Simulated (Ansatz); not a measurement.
# Cl₂HNbO₂: one species, many methods

One table from this session's results is given with a row withheld; the runs are named, their logs left out.

Method: functionals in def2-TZVPP, the program's frozen cores in correlated methods; program: Ansatz 0.2.0, Gaussian basis.

The runs, in order: LDA (SPW92), PBE-D4, revPBE-D4, BLYP-D4, r2SCAN-D4, B97M-V, PBE0-D4, B3LYP-D4, r2SCANh-D4, r2SCAN0-D4, HSE06-D4, BHLYP-D4, CAM-B3LYP-D4, LC-ωPBE, ωB97X-V, ωB97M-V, B2PLYP, PBE-QIDH; CCSD(T)/def2-SVP; CCSD(T)/def2-TZVPP; MP2/def2-QZVPP; extrapolation to the limit; RPA on PBE.

## The relaxed structure

An earlier PBE0-D4 in a triple-zeta def2 set relaxation fixed the geometry. Nb takes the def2 core potential; no spin-orbit term is included.

SMILES `[O]=[Nb]([OH])([Cl])[Cl]`, 6 atoms, charge 0, spin multiplicity 1.

Atoms are counted from 1 here; the program's logs count them from 0.

Bond lengths: O1–Nb2 1.682 Å, Nb2–O3 1.871 Å, Nb2–Cl4 2.291 Å, Nb2–Cl5 2.291 Å, O3–H6 0.960 Å. Angles: O1–Nb2–O3 107.5°, O1–Nb2–Cl4 108.3°, O1–Nb2–Cl5 108.3°, O3–Nb2–Cl4 110.4°, O3–Nb2–Cl5 110.4°, Cl4–Nb2–Cl5 111.8°, Nb2–O3–H6 129.9°.

Coordinates:

```
O    -1.4137   -0.0645    1.0674
Nb   -0.3057    0.1132   -0.1853
O     1.3609   -0.4467    0.4556
Cl   -0.9744   -1.2099   -1.9315
Cl   -0.2319    2.3258   -0.7734
H     1.6068   -0.7818    1.3211
```

The first run:

File in.yaml:

```yaml
crystal:
  periodic: [false, false, false]
  atoms:
    - {symbol: O, position_ang: [-1.413720, -0.064473, 1.067407]}
    - {symbol: Nb, position_ang: [-0.305669, 0.113167, -0.185292]}
    - {symbol: O, position_ang: [1.360888, -0.446724, 0.455601]}
    - {symbol: Cl, position_ang: [-0.974389, -1.209925, -1.931517]}
    - {symbol: Cl, position_ang: [-0.231862, 2.325800, -0.773369]}
    - {symbol: H, position_ang: [1.606753, -0.781846, 1.321069]}
basis:
  gaussian: {orbitals: def2-TZVPP}
hamiltonian: {xc: lda}
output: {orbitals: {seedname: orbitals}}
```

The run is started by

```sh
> ansatz run in.yaml --threads 4 --pin off --events-out ev --progress --plain --max-ram 10444MiB
```

Steps of the session up to this table: LDA; PBE-D4 (GGA); revPBE-D4 (GGA); BLYP-D4 (GGA); r2SCAN-D4 (meta-GGA); B97M-V (meta-GGA); B3LYP-D4 (hybrid); r2SCANh-D4 (hybrid); r2SCAN0-D4 (hybrid); HSE06-D4 (hybrid); BHLYP-D4 (hybrid); CAM-B3LYP-D4 (range-separated); LC-ωPBE (range-separated); ωB97X-V (range-separated); ωB97M-V (range-separated); B2PLYP (double hybrid); PBE-QIDH (double hybrid).

One table of the session follows, with a row left open; its other results are not shown here.

It belongs to the step «Orbital energies across the functionals». 

| functional | HOMO (eV) | LUMO (eV) | gap (eV) |
| --- | --- | --- | --- |
| LDA (SPW92) | -8.19 | -3.52 | 4.67 |
| PBE-D4 | -8.01 | -3.28 | 4.73 |
| revPBE-D4 | -7.94 | -3.18 | 4.76 |
| BLYP-D4 | -7.84 | -3.17 | 4.68 |
| r2SCAN-D4 | -8.40 | -3.22 | 5.18 |
| B97M-V | -8.45 | -3.17 | 5.29 |
| PBE0-D4 | ? | ? | ? |
| B3LYP-D4 | -9.17 | -2.76 | 6.41 |
| r2SCANh-D4 | -8.93 | -2.94 | 5.99 |
| r2SCAN0-D4 | -9.72 | -2.51 | 7.22 |
| HSE06-D4 | -9.06 | -2.92 | 6.13 |
| BHLYP-D4 | -10.76 | -1.66 | 9.10 |
| CAM-B3LYP-D4 | -10.82 | -1.50 | 9.32 |
| LC-ωPBE | -12.24 | -0.36 | 11.87 |
| ωB97X-V | -11.85 | -0.43 | 11.42 |
| ωB97M-V | -11.69 | -0.46 | 11.23 |

Estimate the missing values for PBE0-D4.

As computed: HOMO (eV): -9.46; LUMO (eV): -2.55; gap (eV): 6.91. In the column «HOMO (eV)» it lies between r2SCAN0-D4 (-9.72) and B3LYP-D4 (-9.17).
